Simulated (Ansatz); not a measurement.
# CH7AlOSi: the cost of one run

Program: Ansatz 0.2.0. Level of theory: RKS PBE-D4/def2-SVP. These are calculated values, not measurements.

## Step 1: The structure to begin with

Bond lengths: C1–Si2 1.800 Å, Si2–O3 1.691 Å, Si2–Al4 2.329 Å, C1–H5 1.104 Å, C1–H6 1.157 Å, C1–H7 1.120 Å, Si2–H8 1.503 Å, O3–H9 1.008 Å, Al4–H10 1.562 Å, Al4–H11 1.666 Å. Angles (14 of 16 angles, heavy atoms first): C1–Si2–O3 108.5°, C1–Si2–Al4 110.9°, O3–Si2–Al4 109.0°, C1–Si2–H8 110.4°, O3–Si2–H8 108.7°, Al4–Si2–H8 109.3°, Si2–C1–H5 113.3°, Si2–C1–H6 112.3°, Si2–C1–H7 111.4°, Si2–O3–H9 107.8°, Si2–Al4–H10 122.7°, Si2–Al4–H11 118.7°, H5–C1–H6 107.2°, H5–C1–H7 107.2°.

As a file:

```xyz
11

C    -0.9808    1.2744   -0.0823
Si    0.5180    0.2787   -0.1270
O     1.4100    0.5896    1.2753
Al    0.0043   -1.9916   -0.2112
H    -1.6279    1.0519    0.7839
H    -0.7544    2.4091   -0.0573
H    -1.5979    1.1244   -1.0052
H     1.3538    0.6437   -1.3218
H     2.2911    0.1066    1.1927
H     0.4040   -2.9039   -1.4139
H    -0.9548   -2.6397    0.9873
```

## Step 2: Relaxing end A

input.yaml

```yaml
crystal:
  periodic: [false, false, false]
  atoms:
    - { symbol: C, position_ang: [-0.9808, 1.2744, -0.0823] }
    - { symbol: Si, position_ang: [0.518, 0.2787, -0.127] }
    - { symbol: O, position_ang: [1.41, 0.5896, 1.2753] }
    - { symbol: Al, position_ang: [0.0043, -1.9916, -0.2112] }
    - { symbol: H, position_ang: [-1.6279, 1.0519, 0.7839] }
    - { symbol: H, position_ang: [-0.7544, 2.4091, -0.0573] }
    - { symbol: H, position_ang: [-1.5979, 1.1244, -1.0052] }
    - { symbol: H, position_ang: [1.3538, 0.6437, -1.3218] }
    - { symbol: H, position_ang: [2.2911, 0.1066, 1.1927] }
    - { symbol: H, position_ang: [0.404, -2.9039, -1.4139] }
    - { symbol: H, position_ang: [-0.9548, -2.6397, 0.9873] }
basis:
  gaussian: { orbitals: def2-SVP }
hamiltonian:
  xc: pbe
  dispersion: d4
relax:
  f_tol: 0.015
  max_steps: 40
```

Launch:

```
ansatz run input.yaml --threads 2 --pin off --max-ram 3072MiB --backend cpu --events-out ev --progress --plain --runs-dir out
```

**Question.** How long does this run take on 2 threads of Intel Xeon Platinum 8488C (Sapphire Rapids), shared host, and how much memory does it need?

About 10 s, with a peak of 0.17 GiB.
